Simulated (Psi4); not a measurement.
**CH2InN (InH2(CN)) at SVWN5/def2-SVPD (core potential)**

What is the energy change on altering one bond length of CH2InN (InH2(CN)) at SVWN5/def2-SVPD (core potential)? 

The results are computed with Psi4 1.11.

2 further runs of the same task are left out: 1 that didn't finish, 1 set aside as unsound or not needed.

**1. The molecule**

CH2InN has 5 atoms, charge 0, and is taken as a singlet. SMILES: `[H][In]([H])[C]#N`. Geometry: a GFN2-xTB relaxation, a rough one for these elements and not checked as a minimum.

Bond lengths: In1–C4 2.171 Å, C4–N5 1.147 Å, In1–H2 1.725 Å, In1–H3 1.725 Å. Angles: In1–C4–N5 179.1°, H2–In1–C4 117.2°, H3–In1–C4 117.5°, H2–In1–H3 125.4°.

**2. The energy at SVWN5/def2-SVPD (core potential)**

File ch2inn.in:

```
memory 1600 mb

molecule m {
  0 1
  In
  H 1 1.724737
  H 1 1.72495 2 125.35418
  C 1 2.170974 2 117.16168 3 -179.54009
  N 4 1.147027 2 152.39578 1 -178.12316
  symmetry c1
  no_reorient
  no_com
}

set globals {
  basis                def2-SVPD
  reference            rks
  puream               true
  e_convergence        1e-09
  d_convergence        1e-08
  scf_type             pk
  dft_radial_points    99
  dft_spherical_points 590
}

energy_value, wavefunction = energy("scf", dft_functional={"name": "SVWN5", "x_functionals": {"LDA_X": {}}, "c_functionals": {"LDA_C_VWN": {}}}, return_wfn=True)
oeprop(wavefunction, "DIPOLE", "WIBERG_LOWDIN_INDICES", "QUADRUPOLE", title="SCF")
```

Started as:

```
$ psi4 -n 1 ch2inn.in ch2inn.out
```

ch2inn.out:

```text
[...]
    !!!  WARNING: ECP capability is in beta. Please check occupations closely.  !!!
[...]
  Running in c1 symmetry.
[...]
  Nuclear repulsion =   90.185453944450330
[...]
  Multiplicity = 1
[...]
  Nalpha       = 18
  Nbeta        = 18
[...]
    Number of basis functions: 88
[...]
   @RKS iter   1:  -282.68456542112762   -8.17017e-01   7.42080e-03 DIIS/ADIIS
[...]
   @RKS iter  11:  -282.94685534470909   -9.32232e-12   9.25501e-09 DIIS
[...]
    Orbital Energies [Eh]
    ---------------------
    Doubly Occupied:
       1A    -13.863582     2A     -9.812341     3A     -4.511415
       4A     -2.962171     5A     -2.950999     6A     -2.949565
       7A     -0.808803     8A     -0.737103     9A     -0.730403
      10A     -0.729119    11A     -0.728763    12A     -0.727895
      13A     -0.460170    14A     -0.354922    15A     -0.320588
      16A     -0.317606    17A     -0.296064    18A     -0.289323
[...]
  @RKS Final Energy:  -282.94685534470909
   => Energetics <=
    Nuclear Repulsion Energy =             90.1854539444503303
    One-Electron Energy =                -639.6834725815089087
    Two-Electron Energy =                 295.0074373688462401
    DFT Exchange-Correlation Energy =     -28.4562740764968112
    Empirical Dispersion Energy =           0.0000000000000000
    VV10 Nonlocal Energy =                  0.0000000000000000
    Total Energy =                       -282.9468553447090926
[...]
 Multipole Moments:
 ------------------------------------------------------------------------------------
     Multipole            Electronic (a.u.)      Nuclear  (a.u.)        Total (a.u.)
 ------------------------------------------------------------------------------------
 L = 1.  Multiply by 2.5417464519 to convert [e a0] to [Debye]
 Dipole X            :          0.3833060           -0.3570556            0.0262504
 Dipole Y            :         29.7709311          -28.2657445            1.5051866
 Dipole Z            :         15.2388705          -14.4711021            0.7677684
 Magnitude           :                                                    1.6898947
 L = 2.  Multiply by 1.3450342976 to convert [e a0^2] to [Debye ang]
 Quadrupole XX       :        -24.1933554            0.0365609          -24.1567946
 Quadrupole XY       :         -2.9202778            2.7916797           -0.1285981
[...]
```

It took 11 s on 1 thread of AMD EPYC 7R43 (Zen 3), shared host; peak memory 0.49 GiB.

**3. The distorted shape**

File job.py:

```python
import psi4

psi4.set_memory(1600000000)
psi4.set_num_threads(1)
psi4.set_output_file('output.dat', False)

molecule = psi4.geometry("""
0 1
In     0.474374     0.826756     0.000552
H      2.196244     0.742596     0.053442
H     -0.453516     2.280636    -0.026038
C     -0.609636    -1.054104    -0.019858
N     -1.265330    -2.198670    -0.012130
symmetry c1
no_reorient
no_com
""")

psi4.set_options({
    'basis': 'def2-SVPD',
    'puream': True,
    'e_convergence': 1e-09,
    'd_convergence': 1e-08,
    'scf_type': 'pk',
    'dft_radial_points': 99,
    'dft_spherical_points': 590,
})

e_tot, wfn = psi4.energy('scf', dft_functional={"name": "SVWN5", "x_functionals": {"LDA_X": {}}, "c_functionals": {"LDA_C_VWN": {}}}, return_wfn=True)
print(f'scf energy: {e_tot:.10f} Eh')
```

Started as:

```
$ python job.py
```

output.dat:

```text
[...]
    !!!  WARNING: ECP capability is in beta. Please check occupations closely.  !!!
[...]
  Running in c1 symmetry.
[...]
  Nuclear repulsion =   86.441889112576590
[...]
  Multiplicity = 1
[...]
  Nalpha       = 18
  Nbeta        = 18
[...]
    Number of basis functions: 88
[...]
   @RKS iter   1:  -282.61950956492672   -9.63964e-01   8.17492e-03 ADIIS/DIIS
[...]
   @RKS iter  13:  -282.91228392400279   -4.54747e-13   2.22239e-09 DIIS
[...]
    Orbital Energies [Eh]
    ---------------------
    Doubly Occupied:
       1A    -13.902264     2A     -9.852963     3A     -4.512707
       4A     -2.963154     5A     -2.952641     6A     -2.950835
       7A     -0.757664     8A     -0.737674     9A     -0.731728
      10A     -0.729856    11A     -0.729771    12A     -0.729474
      13A     -0.470028    14A     -0.371594    15A     -0.305493
      16A     -0.299138    17A     -0.290509    18A     -0.278053
[...]
  @RKS Final Energy:  -282.91228392400279
   => Energetics <=
    Nuclear Repulsion Energy =             86.4418891125765896
    One-Electron Energy =                -632.2043269152738958
    Two-Electron Energy =                 291.1498938559699923
    DFT Exchange-Correlation Energy =     -28.2997399772755003
    Empirical Dispersion Energy =           0.0000000000000000
    VV10 Nonlocal Energy =                  0.0000000000000000
    Total Energy =                       -282.9122839240027929
[...]
 Multipole Moments:
 ------------------------------------------------------------------------------------
     Multipole            Electronic (a.u.)      Nuclear  (a.u.)        Total (a.u.)
 ------------------------------------------------------------------------------------
 L = 1.  Multiply by 2.5417464519 to convert [e a0] to [Debye]
 Dipole X            :          2.3824373           -1.5317062            0.8507311
 Dipole Y            :          3.9970270           -2.5137250            1.4833020
 Dipole Z            :          0.3137084           -0.3119220            0.0017864
 Magnitude           :                                                    1.7099507
[...]
```

Standard output:

```text
scf energy: -282.9122839240 Eh
```

It took 12 s on 1 thread of AMD EPYC 7R43 (Zen 3), shared host; peak memory 0.49 GiB.

**4. Outcome**

Level: SVWN5/def2-SVPD (core potential).

```
                                                         quantity          value
                                        first shape: total energy  -282.94686 Eh
                                       first shape: dipole moment         4.30 D
                                         first shape: HOMO energy       -7.87 eV
                                         first shape: LUMO energy       -3.69 eV
                                       first shape: HOMO–LUMO gap        4.18 eV
                                    distorted shape: total energy  -282.91228 Eh
                                   distorted shape: dipole moment         4.35 D
                                     distorted shape: HOMO energy       -7.57 eV
                                     distorted shape: LUMO energy       -3.85 eV
                                   distorted shape: HOMO–LUMO gap        3.72 eV
energy change with the C4–N5 bond stretched from 1.147 to 1.319 Å       0.941 eV
```

With the C4–N5 bond stretched from 1.147 to 1.319 Å the energy rises by 0.94 eV (21.7 kcal/mol). The first shape isn't relaxed at this level, so the change isn't measured from a minimum.
